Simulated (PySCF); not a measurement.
# SiNH2Cl2O (SMILES N[Si]([O])(Cl)Cl) at 3 levels

Aim: a comparison of 3 runs (TD-PBE/ANO-RCC-MB, TD-PBE/ANO-RCC-VDZ, TD-PBE/ANO-RCC-VDZP) of SiNH2Cl2O. Input form: a Python script.

Program for the calculation: PySCF 2.14.0.

## Step 1: The molecule

SiNH2Cl2O has 7 atoms, charge 0, and is taken as a doublet. As SMILES, `N[Si]([O])(Cl)Cl`. The shape is that of a PBE0-D4/def2-TZVP optimisation. This is one conformer, not always the lowest.

Bond lengths: N1–Si2 1.706 Å, Si2–O3 1.616 Å, Si2–Cl4 2.028 Å, Si2–Cl5 2.028 Å, N1–H6 1.009 Å, N1–H7 1.009 Å. Angles: N1–Si2–O3 100.7°, N1–Si2–Cl4 110.0°, N1–Si2–Cl5 109.9°, O3–Si2–Cl4 113.4°, O3–Si2–Cl5 113.4°, Cl4–Si2–Cl5 109.1°, Si2–N1–H6 119.9°, Si2–N1–H7 119.9°, H6–N1–H7 112.5°.

## Step 2: The vertical excitations at TD-PBE/ANO-RCC-MB (sfX2C) (run 1)

Input file input.py:

```python
from pyscf import gto, dft, tdscf

system = gto.M(
    atom='''
N      0.430000    -0.083200     0.976600
Si    -0.271600     0.056200    -0.572500
O      0.783100    -0.791700    -1.455700
Cl    -2.137300    -0.738800    -0.562700
Cl    -0.384500     2.009200    -1.107200
H      1.264300     0.438800     1.199800
H      0.377400    -0.958600     1.475900
''',
    spin=1,
    max_memory=1860,
    verbose=3,
    basis='ano-rcc-mb',
)

myscf = dft.UKS(system)
myscf.xc = 'pbe'
myscf = myscf.sfx2c1e()
myscf.conv_tol = 1e-10
myscf.grids.level = 4
myscf.kernel()
if not myscf.converged:
    myscf = myscf.newton().run(myscf.mo_coeff, myscf.mo_occ)

e_tot = myscf.e_tot
print('E(%s) = %.9f' % ('PBE', e_tot))

td = tdscf.TDDFT(myscf)
td.nstates = 3
td.kernel()
td.analyze()
roots = td.e * 27.211386
osc = td.oscillator_strength()
print('state   eV      nm      f')
for i, (w, f) in enumerate(zip(roots, osc), 1):
    print('%3d %9.4f %8.1f %9.5f' % (i, w, 1239.842 / w, f))
```

On the command line:

```sh
$ OMP_NUM_THREADS=1 python input.py
```

The program printed:

```text
WARN: HOMO -0.303609676624942 >= LUMO -0.303609676624965

converged SCF energy = -1343.78656540022  <S^2> = 0.75322058  2S+1 = 2.003218
E(PBE) = -1343.786565400
Excitation energies (eV)
[1.80383991 1.98991329 2.24037794]

** Excitation energies and oscillator strengths **
state   eV      nm      f
  1    1.8038    687.3   0.00379
  2    1.9899    623.1   0.00046
  3    2.2404    553.4   0.00273
```

Wall time 47 s (1 thread of Arm Neoverse V1, shared host); peak memory 0.45 GiB.

The roots found:

```tsv
excited state	energy (eV)	strength
1	1.804	0.0038
2	1.990	0.0005
3	2.240	0.0027
```

## Step 3: The vertical excitations at TD-PBE/ANO-RCC-VDZ (sfX2C) (run 2)

Input file calc.py:

```python
from pyscf import gto, dft, tdscf

molecule = gto.M(
    atom='''
N        0.430000      -0.083200       0.976600
Si      -0.271600       0.056200      -0.572500
O        0.783100      -0.791700      -1.455700
Cl      -2.137300      -0.738800      -0.562700
Cl      -0.384500       2.009200      -1.107200
H        1.264300       0.438800       1.199800
H        0.377400      -0.958600       1.475900
''',
    spin=1,
    basis='ano-rcc-vdz',
    max_memory=1860,
    verbose=3,
)

calc0 = dft.UKS(molecule)
calc0.xc = 'pbe'
calc0 = calc0.sfx2c1e()
calc0.conv_tol = 1e-10
calc0.grids.level = 4
calc0.kernel()
if not calc0.converged:
    calc0 = calc0.newton().run(calc0.mo_coeff, calc0.mo_occ)

etot = calc0.e_tot
print('Final energy', etot)

td = calc0.TDDFT()
td.nstates = 3
td.kernel()
td.analyze()
roots = td.e * 27.211386
osc = td.oscillator_strength()
print('state   eV      nm      f')
for i, (w, f) in enumerate(zip(roots, osc), 1):
    print('%3d %9.4f %8.1f %9.5f' % (i, w, 1239.842 / w, f))
```

On the command line:

```sh
$ OMP_NUM_THREADS=1 python calc.py
```

The program printed:

```text
WARN: HOMO -0.0823891947877131 >= LUMO -0.0813990928331749

WARN: HOMO -0.26592473973922 >= LUMO -0.265858552993908

converged SCF energy = -1343.98553654305  <S^2> = 0.75357105  2S+1 = 2.0035679
Final energy -1343.985536543049
Excitation energies (eV)
[1.82485366 1.8558955  2.08448468]

** Excitation energies and oscillator strengths **
state   eV      nm      f
  1    1.8249    679.4   0.00049
  2    1.8559    668.1   0.00488
  3    2.0845    594.8   0.00480
```

It took 98 s on 1 thread of Arm Neoverse V1, shared host; peak memory 0.52 GiB.

The roots found:

```tsv
excited state	energy (eV)	strength
1	1.825	0.0005
2	1.856	0.0049
3	2.084	0.0048
```

## Step 4: The excited states at TD-PBE/ANO-RCC-VDZP (sfX2C) (run 3)

Input file run.py:

```python
from pyscf import gto, dft, tdscf

mol = gto.M(
    atom='''
N      0.430000    -0.083200     0.976600
Si    -0.271600     0.056200    -0.572500
O      0.783100    -0.791700    -1.455700
Cl    -2.137300    -0.738800    -0.562700
Cl    -0.384500     2.009200    -1.107200
H      1.264300     0.438800     1.199800
H      0.377400    -0.958600     1.475900
''',
    spin=1,
    max_memory=1860,
    verbose=3,
    basis='ano-rcc-vdzp',
)

mf = dft.UKS(mol, xc='pbe')
mf = mf.x2c()
mf.grids.level = 4
mf.conv_tol = 1e-10
mf.kernel()
if not mf.converged:
    mf = mf.newton().run(mf.mo_coeff, mf.mo_occ)

e_tot = mf.e_tot
print('Final energy', e_tot)

td = mf.TDDFT()
td.nstates = 3
td.kernel()
td.analyze()
roots = td.e * 27.211386
osc = td.oscillator_strength()
print('state   eV      nm      f')
for i, (w, f) in enumerate(zip(roots, osc), 1):
    print('%3d %9.4f %8.1f %9.5f' % (i, w, 1239.842 / w, f))
```

On the command line:

```sh
$ OMP_NUM_THREADS=1 python run.py
```

The program printed:

```text
WARN: HOMO -0.31097364395155 >= LUMO -0.310973643951549

converged SCF energy = -1344.14974563062  <S^2> = 0.75400971  2S+1 = 2.0040057
Final energy -1344.1497456306215
Excitation energies (eV)
[2.00549408 2.06170832 2.35708533]

** Excitation energies and oscillator strengths **
state   eV      nm      f
  1    2.0055    618.2   0.00025
  2    2.0617    601.4   0.00622
  3    2.3571    526.0   0.00476
```

It took 3.3 min on 1 thread of Arm Neoverse V1, shared host; peak memory 0.69 GiB.

The roots found:

```tsv
excited state	energy (eV)	strength
1	2.005	0.0003
2	2.062	0.0062
3	2.357	0.0048
```

## Step 5: Overview of the runs

```tsv
run	level	energy (Eh)	dipole moment (D) of the reference	HOMO energy (eV)	LUMO energy (eV)	wall time
1	TD-PBE/ANO-RCC-MB (sfX2C)	-1343.786565	4.08	-7.49	-6.64	47 s
2	TD-PBE/ANO-RCC-VDZ (sfX2C)	-1343.985537	4.03	-7.38	-6.57	98 s
3	TD-PBE/ANO-RCC-VDZP (sfX2C)	-1344.149746	3.52	-6.98	-6.05	3.3 min
```

## Step 6: What came out

| quantity | value |
| --- | --- |
| run 3: ground-state or mean-field energy | -1344.14975 Eh |
| run 3: dipole moment (PBE Kohn–Sham density) | 3.52 D |
| run 3: HOMO energy (PBE Kohn–Sham orbitals) (highest over α and β) | -6.98 eV |
| run 3: LUMO energy (PBE Kohn–Sham orbitals) (lowest over α and β) | -6.05 eV |
| run 3: ⟨S²⟩ of the reference determinant | 0.754 |
| run 3: lowest excitation energy | 2.01 eV |

In run 1 the basis is minimal, so the values are rough. All runs together took 5.7 min, the longest 3.3 min.
